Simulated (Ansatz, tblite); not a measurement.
# C48H24S12: a ladder of methods and basis sets

An exercise on one series of results from a longer session: the logs are not shown, and one member is left open.

The runs use Ansatz 0.2.0, Gaussian basis; as each input shows.

Levels to be run: GFN1-xTB, GFN2-xTB, PBE-D4/def2-TZVP, r2SCAN-D4/def2-TZVP, revPBE-D4/def2-TZVP, PBE-D4/def2-SVP, PBE0-D4/def2-SVP, HF/STO-3G, HF/6-31G, B3LYP-D4/6-31G, MP2/def2-SVP.

1 further run of the same task is left out (set aside as unsound or not needed). Runs told in other sessions of the task aren't counted.

## The geometry

The geometry is that of the singlet, from an earlier relaxation (PBE-D4/def2-SVP).

SMILES `c1cc2sc1-c1ccc(s1)-c1ccc(s1)-c1ccc(s1)-c1ccc(s1)-c1ccc(s1)-c1ccc(s1)-c1ccc(s1)-c1ccc(s1)-c1ccc(s1)-c1ccc(s1)-c1ccc-2s1`, 84 atoms, charge 0, spin multiplicity 1.

Bond lengths: C1–C2 1.411 Å, C1–C5 1.400 Å, C1–H61 1.098 Å, C2–C3 1.400 Å, C2–H62 1.098 Å, C3–S4 1.752 Å, C3–C59 1.438 Å, S4–C5 1.752 Å, C5–C6 1.438 Å, C6–C7 1.400 Å, C6–S10 1.752 Å, C7–C8 1.411 Å, C7–H63 1.098 Å, C8–C9 1.400 Å, C8–H64 1.098 Å, C9–S10 1.752 Å, C9–C11 1.438 Å, C11–C12 1.400 Å and more. Angles: C2–C1–C5 113.6°, C2–C1–H61 123.8°, C5–C1–H61 122.6°, C1–C2–C3 113.6°, C1–C2–H62 123.8°, C3–C2–H62 122.6°, C2–C3–S4 110.2°, C2–C3–C59 128.6°, S4–C3–C59 121.2°, C3–S4–C5 92.5°, C1–C5–S4 110.2°, C1–C5–C6 128.6°, S4–C5–C6 121.2°, C5–C6–C7 128.6°, C5–C6–S10 121.2°, C7–C6–S10 110.2°, C6–C7–C8 113.6°, C6–C7–H63 122.6° and more.

PBE0-D4/def2-TZVP was run before; its log isn't repeated, and its numbers join the tables.

The first run:

Tight binding, by tblite at 300 K electronic temperature and without a spin-polarisation term:

```python
tblite.interface.Calculator('GFN1-xTB', numbers, positions, charge=0, uhf=0).singlepoint()
```

Tight binding, by tblite at 300 K electronic temperature and without a spin-polarisation term:

```python
tblite.interface.Calculator('GFN2-xTB', numbers, positions, charge=0, uhf=0).singlepoint()
```

start.molden holds the orbitals of an earlier run on this state, given as this run's starting guess.

The input, in.yaml:

```yaml
crystal:
  periodic: [false, false, false]
  atoms:
    - {symbol: C, position_ang: [-5.745520, 6.616212, -0.861322]}
    - {symbol: C, position_ang: [-6.737108, 5.614478, -0.794167]}
    - {symbol: C, position_ang: [-6.217903, 4.317680, -0.707916]}
    - {symbol: S, position_ang: [-4.466817, 4.366420, -0.715131]}
    - {symbol: C, position_ang: [-4.439496, 6.114202, -0.829169]}
    - {symbol: C, position_ang: [-3.198304, 6.838457, -0.886896]}
    - {symbol: C, position_ang: [-2.997231, 8.214288, -1.046184]}
    - {symbol: C, position_ang: [-1.636499, 8.587114, -1.067497]}
    - {symbol: C, position_ang: [-0.757740, 7.507103, -0.925545]}
    - {symbol: S, position_ang: [-1.658105, 6.013556, -0.760128]}
    - {symbol: C, position_ang: [0.680288, 7.517709, -0.906692]}
    - {symbol: C, position_ang: [1.546718, 8.608967, -1.038185]}
    - {symbol: C, position_ang: [2.911642, 8.257048, -0.973708]}
    - {symbol: C, position_ang: [3.128413, 6.886547, -0.790500]}
    - {symbol: S, position_ang: [1.597547, 6.039868, -0.698899]}
    - {symbol: C, position_ang: [4.377720, 6.182910, -0.678809]}
    - {symbol: C, position_ang: [5.677249, 6.702159, -0.700326]}
    - {symbol: C, position_ang: [6.680268, 5.719174, -0.563163]}
    - {symbol: C, position_ang: [6.176726, 4.419851, -0.432558]}
    - {symbol: S, position_ang: [4.425878, 4.442563, -0.485150]}
    - {symbol: C, position_ang: [6.902015, 3.188040, -0.274518]}
    - {symbol: C, position_ang: [8.286346, 2.991538, -0.212339]}
    - {symbol: C, position_ang: [8.657900, 1.640086, -0.048946]}
    - {symbol: C, position_ang: [7.568411, 0.764185, 0.018661]}
    - {symbol: S, position_ang: [6.067236, 1.654851, -0.129017]}
    - {symbol: C, position_ang: [7.574477, -0.663964, 0.188203]}
    - {symbol: C, position_ang: [8.671645, -1.528613, 0.273912]}
    - {symbol: C, position_ang: [8.311727, -2.881205, 0.453310]}
    - {symbol: C, position_ang: [6.928944, -3.089931, 0.509365]}
    - {symbol: S, position_ang: [6.080687, -1.567369, 0.333572]}
    - {symbol: C, position_ang: [6.214548, -4.324587, 0.693321]}
    - {symbol: C, position_ang: [6.729949, -5.614734, 0.862552]}
    - {symbol: C, position_ang: [5.735857, -6.602475, 1.028394]}
    - {symbol: C, position_ang: [4.431780, -6.096043, 0.990573]}
    - {symbol: S, position_ang: [4.464009, -4.361605, 0.747182]}
    - {symbol: C, position_ang: [3.188727, -6.807535, 1.121592]}
    - {symbol: C, position_ang: [2.983754, -8.161815, 1.408750]}
    - {symbol: C, position_ang: [1.622041, -8.529339, 1.454067]}
    - {symbol: C, position_ang: [0.746687, -7.466470, 1.203637]}
    - {symbol: S, position_ang: [1.651202, -5.995536, 0.908972]}
    - {symbol: C, position_ang: [-0.690847, -7.479581, 1.157704]}
    - {symbol: C, position_ang: [-1.561830, -8.553139, 1.375675]}
    - {symbol: C, position_ang: [-2.924141, -8.212175, 1.235927]}
    - {symbol: C, position_ang: [-3.133689, -6.868246, 0.906917]}
    - {symbol: S, position_ang: [-1.599850, -6.033234, 0.770172]}
    - {symbol: C, position_ang: [-4.377664, -6.181561, 0.683982]}
    - {symbol: C, position_ang: [-5.671338, -6.712390, 0.629514]}
    - {symbol: C, position_ang: [-6.669431, -5.743288, 0.391906]}
    - {symbol: C, position_ang: [-6.167217, -4.444026, 0.257084]}
    - {symbol: S, position_ang: [-4.424424, -4.448553, 0.433337]}
    - {symbol: C, position_ang: [-6.888748, -3.222339, 0.020866]}
    - {symbol: C, position_ang: [-8.260601, -3.044481, -0.191039]}
    - {symbol: C, position_ang: [-8.632684, -1.695971, -0.377981]}
    - {symbol: C, position_ang: [-7.556012, -0.804366, -0.313609]}
    - {symbol: S, position_ang: [-6.066850, -1.675788, -0.011446]}
    - {symbol: C, position_ang: [-7.566793, 0.627969, -0.443850]}
    - {symbol: C, position_ang: [-8.666267, 1.487057, -0.550407]}
    - {symbol: C, position_ang: [-8.310488, 2.848831, -0.653306]}
    - {symbol: C, position_ang: [-6.928767, 3.069915, -0.627660]}
    - {symbol: S, position_ang: [-6.075943, 1.547038, -0.479067]}
    - {symbol: H, position_ang: [-5.965493, 7.689924, -0.927996]}
    - {symbol: H, position_ang: [-7.815520, 5.820969, -0.803521]}
    - {symbol: H, position_ang: [-3.827204, 8.925614, -1.150186]}
    - {symbol: H, position_ang: [-1.288497, 9.621757, -1.186040]}
    - {symbol: H, position_ang: [1.186998, 9.636684, -1.179813]}
    - {symbol: H, position_ang: [3.733504, 8.980040, -1.060232]}
    - {symbol: H, position_ang: [5.884421, 7.774747, -0.811277]}
    - {symbol: H, position_ang: [7.755687, 5.940790, -0.556675]}
    - {symbol: H, position_ang: [9.005353, 3.818492, -0.281914]}
    - {symbol: H, position_ang: [9.698392, 1.297403, 0.026021]}
    - {symbol: H, position_ang: [9.709488, -1.176651, 0.205338]}
    - {symbol: H, position_ang: [9.038122, -3.699749, 0.542814]}
    - {symbol: H, position_ang: [7.807355, -5.826543, 0.862845]}
    - {symbol: H, position_ang: [5.952288, -7.670052, 1.166717]}
    - {symbol: H, position_ang: [3.811623, -8.861338, 1.584830]}
    - {symbol: H, position_ang: [1.271077, -9.548620, 1.662800]}
    - {symbol: H, position_ang: [-1.207547, -9.559876, 1.633846]}
    - {symbol: H, position_ang: [-3.749579, -8.922220, 1.378194]}
    - {symbol: H, position_ang: [-5.877026, -7.783793, 0.754060]}
    - {symbol: H, position_ang: [-7.740571, -5.974127, 0.320723]}
    - {symbol: H, position_ang: [-8.969698, -3.882571, -0.213831]}
    - {symbol: H, position_ang: [-9.663272, -1.366689, -0.565623]}
    - {symbol: H, position_ang: [-9.702874, 1.125003, -0.542130]}
    - {symbol: H, position_ang: [-9.039101, 3.665374, -0.742956]}
basis:
  gaussian: {orbitals: def2-TZVP, fitting: {mean_field: def2-universal-jkfit}, initial_orbitals: start.molden}
hamiltonian: {xc: pbe, dispersion: d4}
scf: {omitted_lower_state_checks: [starts]}
output: {orbitals: {seedname: orbitals}}
```

Started as:

```bash
> ansatz run in.yaml --threads 11 --pin off --events-out ev --progress --plain --max-ram 174080MiB --backend cuda --devices 0, --max-vram 75GiB
```

Steps of the session up to this table: PBE-D4/def2-TZVP; r2SCAN-D4/def2-TZVP; revPBE-D4/def2-TZVP; PBE-D4/def2-SVP; PBE0-D4/def2-SVP; HF/STO-3G; HF/6-31G; B3LYP-D4/6-31G; MP2/def2-SVP.

One of the session's tables, all rows but one given; the rest of the session is left out.

It belongs to the step «Binding energy». 

| level | binding an atom (eV) |
| --- | --- |
| HF/STO-3G | ? |
| HF/6-31G | 3.320 |
| HF/def2-SVP | 3.749 |
| PBE-D4/def2-SVP | 5.609 |
| PBE-D4/def2-TZVP | 5.536 |
| revPBE-D4/def2-TZVP | 5.388 |
| r2SCAN-D4/def2-TZVP | 5.322 |
| B3LYP-D4/6-31G | 5.001 |
| PBE0-D4/def2-SVP | 5.452 |
| PBE0-D4/def2-TZVP | 5.381 |
| MP2/def2-SVP | 5.204 |

Q: Estimate the row for HF/STO-3G from the others.

As computed: binding an atom (eV): 4.277. In the column «binding an atom (eV)» it lies between HF/def2-SVP (3.749) and B3LYP-D4/6-31G (5.001).

Caveats from the session: Free atoms were run apart at each level; binding is atoms less cluster, divided by the number of atoms, without zero-point or spin-orbit terms.
